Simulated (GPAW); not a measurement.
Crystal: NiMoIrPdW.

```
Ni Mo Pd Ir W
1.0
     2.76078    0.00000    0.00000
    -1.38039    2.39090    0.00000
     0.00000    0.00000   11.34051
Ni Mo Pd Ir W
1 1 1 1 1
Cartesian
  0.0000 0.0000 8.0423
  1.3804 0.7970 3.3369
  1.3804 0.7970 10.1952
  0.0000 0.0000 1.2025
  1.3804 0.7970 6.0015
```

The cell was built by a generator and needn't be a form met in nature.

Base run:

| Quantity | Value |
| --- | --- |
| Program | GPAW 26.7.0 |
| Functional | PBE |
| Potentials or basis | GPAW PAW data sets (gpaw-data 1.2.1) |
| Cutoff | 600 eV |
| Basis | pw |
| k mesh | 8 × 8 × 2 |
| Occupations | fermi-dirac, width 0.05 eV |
| Spin | collinear spin, ferromagnetic start |
| Starting moments | [1.0, 1.0, 0.0, 0.6, 0.0] μB |

Its results: pressure -0.1 GPa; net moment 0.00 μB per cell; largest force 0.285 eV/Å.

Task: The run is repeated on the same cell with these changes: k mesh from 8 × 8 × 2 to 6 × 6 × 2; dispersion from none to D3(BJ). What comes out?

Result: Pressure -6.5 GPa; net moment 0.66 μB per cell; site moments Ni +0.37; Mo +0.02; Pd +0.07; Ir +0.14; W +0.05 μB; largest force 0.156 eV/Å.

Several settings changed at once, so the effect can't be laid on one alone.

Caveats: some runs use coarse meshes; the stock nickel data set gives pressures a few GPa off other programs; pairwise dispersion overbinds metals, which lowers pressure and volume (some runs).
